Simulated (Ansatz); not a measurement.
**CaSn2Rh: energies, forces and stress near the listed structure**

A set of self-consistent runs on CaSn2Rh under swapped elements, distortions that keep the symmetry, to map its energy surface near the listed cell.

Program: Ansatz 0.2.0. Level of theory: DFT PBEsol, scalar-relativistic, plane waves, PAW. These are calculated values, not measurements.

2 further runs of the same task are left out: 2 that didn't finish.

## Step 1: Starting point

Symmetry: Cmcm, No. 63, orthorhombic system. The conventional cell has a = 4.382 Å, b = 10.862 Å, c = 7.500 Å, α = 90.00°, β = 90.00°, γ = 90.00°. Around Ca (site symmetry m2m) lie 3 Rh at 3.00 to 3.27 Å and 4 Sn at 3.25 Å. Around Sn (site symmetry m) lie 3 Rh at 2.73 to 2.75 Å and 1 Sn at 3.04 Å. Around Rh (site symmetry m2m) lie 6 Sn at 2.73 to 2.75 Å and 1 Ca at 3.00 Å.

Structure file:

```cif
data_structure
_symmetry_space_group_name_H-M 'P 1'
_symmetry_Int_Tables_number 1
_cell_length_a 5.8563
_cell_length_b 5.8563
_cell_length_c 7.4999
_cell_angle_alpha 90.000
_cell_angle_beta 90.000
_cell_angle_gamma 136.064
_cell_volume 178.47
loop_
_atom_site_label
_atom_site_type_symbol
_atom_site_fract_x
_atom_site_fract_y
_atom_site_fract_z
_atom_site_occupancy
Ca1 Ca 0.93363 0.06637 0.75000 1
Ca2 Ca 0.06637 0.93363 0.25000 1
Sn1 Sn 0.64614 0.35386 0.95240 1
Sn2 Sn 0.35386 0.64614 0.04760 1
Sn3 Sn 0.35386 0.64614 0.45240 1
Sn4 Sn 0.64614 0.35386 0.54760 1
Rh1 Rh 0.20960 0.79040 0.75000 1
Rh2 Rh 0.79040 0.20960 0.25000 1
```

The structure comes from the Materials Project (structure only).

## Step 2: Reference: the cell as listed

File input.yaml:

```yaml
crystal:
  lattice:
    - [2.190753235, -5.43104918, 0.0]
    - [2.190753235, 5.43104918, 0.0]
    - [0.0, 0.0, 7.49988595]
  atoms:
    - { symbol: Ca, position: [0.93363193, 0.06636807, 0.75] }
    - { symbol: Ca, position: [0.06636807, 0.93363193, 0.25] }
    - { symbol: Sn, position: [0.64613829, 0.35386171, 0.95239862] }
    - { symbol: Sn, position: [0.35386171, 0.64613829, 0.04760138] }
    - { symbol: Sn, position: [0.35386171, 0.64613829, 0.45239862] }
    - { symbol: Sn, position: [0.64613829, 0.35386171, 0.54760138] }
    - { symbol: Rh, position: [0.20959945, 0.79040056, 0.75] }
    - { symbol: Rh, position: [0.79040056, 0.20959945, 0.25] }
basis:
  ecutwfc: 420
kpoints:
  mp_grid: { grid: [10, 10, 6] }
hamiltonian:
  xc: pbesol
scf:
  occupations: { method: gaussian, width: 0.1 }
output:
  forces: true
  stress: true
  eigenvalues: true
  populations: true
```

Command:

```sh
$ ansatz run input.yaml --threads 1 --pin off --max-ram 2560MiB --backend cpu --events-out ev --progress --plain --runs-dir out
```

## Step 3: One element swapped, cell strained: Rh → Ir, first probe

File input.yaml:

```yaml
crystal:
  lattice:
    - [2.1035664685, -5.2149063442, 0.0]
    - [2.1035664685, 5.2149063442, 0.0]
    - [0.0, 0.0, 7.2014083329]
  atoms:
    - { symbol: Ca, position: [0.93363193, 0.06636807, 0.75] }
    - { symbol: Ca, position: [0.06636807, 0.93363193, 0.25] }
    - { symbol: Sn, position: [0.64613829, 0.35386171, 0.95239862] }
    - { symbol: Sn, position: [0.35386171, 0.64613829, 0.04760138] }
    - { symbol: Sn, position: [0.35386171, 0.64613829, 0.45239862] }
    - { symbol: Sn, position: [0.64613829, 0.35386171, 0.54760138] }
    - { symbol: Ir, position: [0.209599445, 0.790400555, 0.75] }
    - { symbol: Ir, position: [0.790400555, 0.209599445, 0.25] }
basis:
  ecutwfc: 420
kpoints:
  mp_grid: { grid: [6, 6, 4] }
hamiltonian:
  xc: pbesol
scf:
  occupations: { method: gaussian, width: 0.1 }
output:
  forces: true
  stress: true
  eigenvalues: true
```

## Step 4: One element swapped, cell strained: Rh → Ir

input.yaml, as its differences from that of step 3:

```diff
@@ -17,3 +17,3 @@
 kpoints:
-  mp_grid: { grid: [6, 6, 4] }
+  mp_grid: { grid: [10, 10, 6] }
 hamiltonian:
@@ -26 +26,2 @@
   eigenvalues: true
+  populations: true
```

## Step 5: A change within the space group

File input.yaml:

```yaml
crystal:
  lattice:
    - [2.2856566651, -5.7294853324, 0.0]
    - [2.2856566651, 5.7294853324, 0.0]
    - [0.0, 0.0, 7.7742317781]
  atoms:
    - { symbol: Ca, position: [0.93672524, 0.06327476, 0.75] }
    - { symbol: Ca, position: [0.06327476, 0.93672524, 0.25] }
    - { symbol: Sn, position: [0.6470953416, 0.3529046584, 0.949569311] }
    - { symbol: Sn, position: [0.3529046584, 0.6470953416, 0.050430689] }
    - { symbol: Sn, position: [0.3529046584, 0.6470953416, 0.449569311] }
    - { symbol: Sn, position: [0.6470953416, 0.3529046584, 0.550430689] }
    - { symbol: Rh, position: [0.2062113419, 0.7937886581, 0.75] }
    - { symbol: Rh, position: [0.7937886581, 0.2062113419, 0.25] }
basis:
  ecutwfc: 420
kpoints:
  mp_grid: { grid: [10, 10, 6] }
hamiltonian:
  xc: pbesol
scf:
  occupations: { method: gaussian, width: 0.1 }
output:
  forces: true
  stress: true
  eigenvalues: true
```

## Step 6: A distortion that keeps the symmetry

File input.yaml:

```yaml
crystal:
  lattice:
    - [2.161988645, -5.258884921, 0.0]
    - [2.161988645, 5.258884921, 0.0]
    - [0.0, 0.0, 7.781731664]
  atoms:
    - { symbol: Ca, position: [0.9235190618, 0.0764809382, 0.75] }
    - { symbol: Ca, position: [0.0764809382, 0.9235190618, 0.25] }
    - { symbol: Sn, position: [0.6476042549, 0.3523957451, 0.9562238527] }
    - { symbol: Sn, position: [0.3523957451, 0.6476042549, 0.0437761473] }
    - { symbol: Sn, position: [0.3523957451, 0.6476042549, 0.4562238527] }
    - { symbol: Sn, position: [0.6476042549, 0.3523957451, 0.5437761473] }
    - { symbol: Rh, position: [0.2108360945, 0.7891639055, 0.75] }
    - { symbol: Rh, position: [0.7891639055, 0.2108360945, 0.25] }
basis:
  ecutwfc: 420
kpoints:
  mp_grid: { grid: [10, 10, 6] }
hamiltonian:
  xc: pbesol
scf:
  occupations: { method: gaussian, width: 0.1 }
output:
  forces: true
  stress: true
  eigenvalues: true
  populations: true
```

What does the calculation give? Wanted: for each run, case; energy; pressure; largest force.

**Answer**, as computed:

```
step                                         case  energy (meV/atom)  pressure (GPa)  largest force (eV/Å)  gap on the mesh (eV)
                                      listed cell                  0            -2.0                  0.02                  0.00
   4  one element swapped, cell strained: Rh → Ir                n/a            13.4                  1.02                  0.00
   5              a change within the space group             +120.7            -9.2                  0.46                  0.00
   6         a distortion that keeps the symmetry              +17.1            -1.1                  0.53                  0.00
```

Energies are counted from the listed cell, with the smearing taken to zero. Other atoms or functionals have another zero of energy (n/a). A gap of 0.00 means none on the mesh at this level.

What this shows: The listed cell carries -2.0 GPa and forces up to 0.02 eV/Å at this level, so it is not this functional's equilibrium. The comparable points lie above the listed cell. The costliest is step 5, at 121 meV/atom. Among the distorted cells of the listed formula and level the largest force, 0.53 eV/Å, comes in step 6, shared by 2 atoms. The distorted cells of the listed formula and level show no gap on the mesh. The runs treat Ir without spin-orbit coupling.
